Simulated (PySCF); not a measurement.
**In₂: bond curves at several levels of theory**

An exercise on one series of results from a longer session: the logs are not shown, and one member is left open.

The runs use PySCF 2.14.0; In def2-TZVPP with ECP28, scalar-relativistic core potentials.

Set-up of the first run:

The job is set up so:

```json
{
  "atoms": "In, In",
  "charge": "0",
  "basis": "In def2-TZVPP with ECP28",
  "Hamiltonian": "scalar-relativistic core potentials",
  "basis functions": "100",
  "electrons treated": "42",
  "masses in u": "114.9039, 114.9039",
  "levels": "PBE0, PBE, r²SCAN, PBEsol, BLYP, B97-3, M06-L, ωB97X-V, HF, MP2, SCS-MP2, CCSD, CCSD(T)",
  "grid": "80 radial by 434 angular points",
  "occupations": "held fixed by the projection of orbital angular momentum",
  "dissociation limit": "In + In, each in its ground configuration",
  "starting distance in angstrom": "2.780",
  "values of 2S to try": "0, 2"
}
```

Steps of the session up to this table: Input; PBE0 along the bond; Other states along the same grid; PBE (GGA); r²SCAN (meta-GGA); PBEsol; BLYP (GGA); B97-3 (global hybrid GGA); M06-L (meta-GGA); ωB97X-V (range-separated hybrid); UHF (mean field); MP2 and coupled cluster.

One table of the session follows, with a row left open; its other results are not shown here.

Energy (eV) from each level's lowest point:

| R (Å) | UHF | UHF-MP2 | UHF-SCS-MP2 | UHF-CCSD | UHF-CCSD(T) |
| --- | --- | --- | --- | --- | --- |
| 2.622 | 0.507 | 0.285 | 0.315 | n/a | n/a |
| 2.744 | 0.242 | 0.102 | 0.118 | 0.140 | 0.137 |
| 2.866 | 0.090 | 0.017 | 0.023 | 0.034 | 0.033 |
| 2.958 | ? | ? | ? | ? | ? |
| 3.049 | 0.001 | 0.011 | 0.006 | 0.000 | 0.000 |
| 3.140 | 0.000 | 0.043 | 0.034 | 0.020 | 0.020 |
| 3.262 | 0.029 | 0.108 | 0.096 | 0.071 | 0.069 |
| 3.415 | 0.100 | 0.214 | 0.200 | 0.160 | 0.156 |
| 3.598 | 0.217 | 0.360 | 0.346 | 0.289 | 0.278 |
| 3.842 | 0.401 | 0.568 | 0.558 | n/a | n/a |

**Question.** Estimate the row for R (Å) = 2.958.

Worked estimate for «UHF». A straight line through the neighbours (2.866, 0.090) and (3.049, 0.001) gives 0.090 + (0.001 − 0.090) × (2.958 − 2.866) / (3.049 − 2.866) = 0.045; a parabola fitted to 4 rows on both sides gives 0.027.

As computed: UHF: 0.028; UHF-MP2: 0.000; UHF-SCS-MP2: 0.000; UHF-CCSD: 0.002; UHF-CCSD(T): 0.002. In «UHF» the line misses by +0.017 and the parabola by -0.001.

State 3 has its PBE0 minimum 0.18 eV higher. The other levels ran on the lowest alone.
